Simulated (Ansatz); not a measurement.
# SrAs2Ru2: the cost of one run

All numbers are computed with Ansatz 0.2.0, driven from Python. Level of theory: DFT PBEsol, plane waves, PAW.

### Step 1. The system

It takes space group I4/mmm (No. 139, tetragonal). Conventional cell: a = 4.175 Å, b = 4.175 Å, c = 11.401 Å, α = 90.00°, β = 90.00°, γ = 90.00°. Sr (site symmetry 4/mmm) is surrounded by 8 As at 3.37 Å and 8 Ru at 3.53 Å. As (site symmetry 4mm) has 4 Ru at 2.42 Å and 4 Sr at 3.37 Å as nearest neighbours. Ru (site symmetry -4m2) is surrounded by 4 As at 2.42 Å.

No structure file is read: the coordinates are typed or built in the script.

### Step 2. The code

Contents of eos.py:

```python
import ansatz as az
import numpy as np
from pymatgen.analysis.eos import EOS

vectors0 = np.array([
    [-2.087405, 2.087405, 5.700482],
    [2.087405, -2.087405, 5.700482],
    [2.087405, 2.087405, -5.700482],
])
sites = [
    ("Sr", (0.0, 0.0, 0.0)),
    ("As", (0.643222, 0.643222, 0.0)),
    ("As", (0.356778, 0.356778, 0.0)),
    ("Ru", (0.25, 0.75, 0.5)),
    ("Ru", (0.75, 0.25, 0.5)),
]


def make_crystal(cell):
    crystal = az.Crystal(lattice=az.Lattice.of(cell))
    for symbol, position in sites:
        crystal = crystal.atom(symbol, position)
    return crystal

volumes, energies = [], []
for scale in np.linspace(0.88, 1.12, 7):
    cell = vectors0 * scale ** (1 / 3)
    job = (
        make_crystal(cell).calculation()
        .functional("PBEsol")
        .basis(510)
        .occupations("fermi_dirac", width=0.05)
        .kpoints(9, 9, 9)
    )
    summary = job.run(threads=1).report
    volumes.append(abs(np.linalg.det(cell)) / len(sites))
    energies.append(summary["free_energy_ev"] / len(sites))
    print(f"V = {volumes[-1]:8.4f} A^3/atom  F = {energies[-1]:.5f} eV/atom")

for form in ["birch_murnaghan", "murnaghan"]:
    fit = EOS(eos_name=form).fit(volumes, energies)
    print(f"{form:18s} V0 {fit.v0:8.4f} A^3/atom  B0 {fit.b0_GPa:7.1f} GPa  B1 {fit.b1:5.2f}")
```

### Step 3. The calls as engine input

The package turns the script's settings into the engine's input (first run):

```yaml
crystal:
  lattice:
    - [-2.000326753346428, 2.000326753346428, 5.462680529925795]
    - [2.000326753346428, -2.000326753346428, 5.462680529925795]
    - [2.000326753346428, 2.000326753346428, -5.462680529925795]
  atoms:
    - { symbol: Sr, position: [0.0, 0.0, 0.0] }
    - { symbol: As, position: [0.643222, 0.643222, 0.0] }
    - { symbol: As, position: [0.356778, 0.356778, 0.0] }
    - { symbol: Ru, position: [0.25, 0.75, 0.5] }
    - { symbol: Ru, position: [0.75, 0.25, 0.5] }
basis:
  ecutwfc: 510.0
kpoints:
  mp_grid:
    grid: [9, 9, 9]
hamiltonian:
  xc: pbesol
scf:
  occupations:
    method: fermi_dirac
    width: 0.05
```

### Step 4. The run

Command:

```
$ python eos.py
```

**Question.** How long does this script take on 1 thread of Arm Neoverse V1, shared host, and how much memory does it need?

About 2.5 min, with a peak of 0.74 GiB.
